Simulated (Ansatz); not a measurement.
This script makes a table of relaxed lattice constants and trends of a series on the perovskite structure: Y3PbC, Y3SiPb, Y3GePb, Y3SnPb with Ansatz's Python interface.

Script `run_series.py`:
```python
import warnings

import ansatz as az
import numpy as np
from tabulate import tabulate

FUNCTIONAL = "r2scan"
KSPACING = 0.3
OCCUPATIONS = "cold"
SMEARING_WIDTH = 0.1


def perovskite(a_site, b_site, x_site, a):
    return (
        az.Lattice.cubic(a)
        .space_group(221)
        .atom(a_site, (0, 0, 0))
        .atom(b_site, (0.5, 0.5, 0.5))
        .atom(x_site, (0.5, 0.5, 0))
    )


def solve(name, crystal, relax=True):
    calc = (
        crystal.calculation()
        .functional(FUNCTIONAL)
        .pseudopotentials("nc")
        .accuracy("low")
        .scf(algorithm="density_mixing")
        .kpoints(spacing=KSPACING)
        .occupations(OCCUPATIONS, width=SMEARING_WIDTH)
        .stress()
        .band_table()
    )
    if relax:
        calc = calc.relax(force_tolerance=0.03, max_steps=60, cell=True)
    return calc.run()

def bulk_modulus(name, outcome, step=0.02):
    # B = -V dP/dV from the pressures of two uniformly scaled cells, atoms held at their fractions
    pressure = []
    for factor in (1 - step, 1.0, 1 + step):
        cell = az.Crystal(lattice=az.Lattice.of(outcome.lattice.cell_ang * factor ** (1 / 3)))
        for site in outcome.report["lattice"]["sites"]:
            cell = cell.atom(site["symbol"], site["position_frac"])
        pressure.append(np.trace(solve(name, cell, relax=False).report["stress_gpa"]) / 3)
    slope, bend = (pressure[0] - pressure[2]) / (2 * step), abs(pressure[0] + pressure[2] - 2 * pressure[1])
    # a jump of mesh or basis between the cells shows as a kink: no modulus then
    return float(slope) if bend < 12 * step**2 * abs(slope) + 0.15 and abs(pressure[1]) < 1.5 else float("nan")


def volume_per_atom(outcome):
    return abs(np.linalg.det(outcome.lattice.cell_ang)) / len(outcome.lattice.sites)

warnings.simplefilter("ignore", az.DeckWarning)

phases = {}
phases["Y3PbC"] = perovskite("Pb", "C", "Y", 4.91)
phases["Y3SiPb"] = perovskite("Pb", "Si", "Y", 5.28)
phases["Y3GePb"] = perovskite("Pb", "Ge", "Y", 5.37)
phases["Y3SnPb"] = perovskite("Pb", "Sn", "Y", 5.56)

done = {}
for name, crystal in phases.items():
    try:
        done[name] = solve(name, crystal)
    except az.NonConvergedError as error:
        print(name, "did not converge:", str(error)[:120])

rows = [(name, float(np.linalg.norm(o.lattice.cell_ang[0])), volume_per_atom(o), bulk_modulus(name, o)) for name, o in done.items()]
print(tabulate(rows, headers=["compound", "a (A)", "V (A^3/atom)", "B (GPa)"], floatfmt=".4f", tablefmt="rst"))
```

Rank the compounds by their relaxed volume per atom.

From smallest to largest: Y3PbC (23.67 Å³), Y3SiPb (30.45 Å³), Y3GePb (31.12 Å³) and Y3SnPb (35.87 Å³). The largest is 51 % above the smallest.

The run itself:

```console
$ python run_series.py
==========  =======  ==============  =========
compound      a (A)    V (A^3/atom)    B (GPa)
==========  =======  ==============  =========
Y3PbC        4.9100         23.6742    81.5235
Y3SiPb       5.3398         30.4512    54.8448
Y3GePb       5.3786         31.1191    53.6696
Y3SnPb       5.6392         35.8656    45.1966
==========  =======  ==============  =========
```

Reading the output:
- The settings weren't tested for convergence.
- Such functionals run on norm-conserving files made under PBE, which can move pressures by some GPa.
- For the metals among these phases the mesh is modest: differences between phases can be off by up to 40 meV an atom.
- The bulk modulus is taken at fixed shape and positions, an upper value where these are free.
- Pressure is positive in compression.
- Spin-orbit coupling, which matters for elements this heavy, is left out.
- The cells are built on a prototype by substitution; a member may or may not take this structure in nature.
- The whole script took 17 min on 1 thread of Intel(R) Xeon(R) Platinum 8175M CPU @ 2.50GHz (Skylake/Cascade Lake), on a shared host, peak memory 1.6 GiB.

(Lines on the test bed's own set-up are left out of the output.)
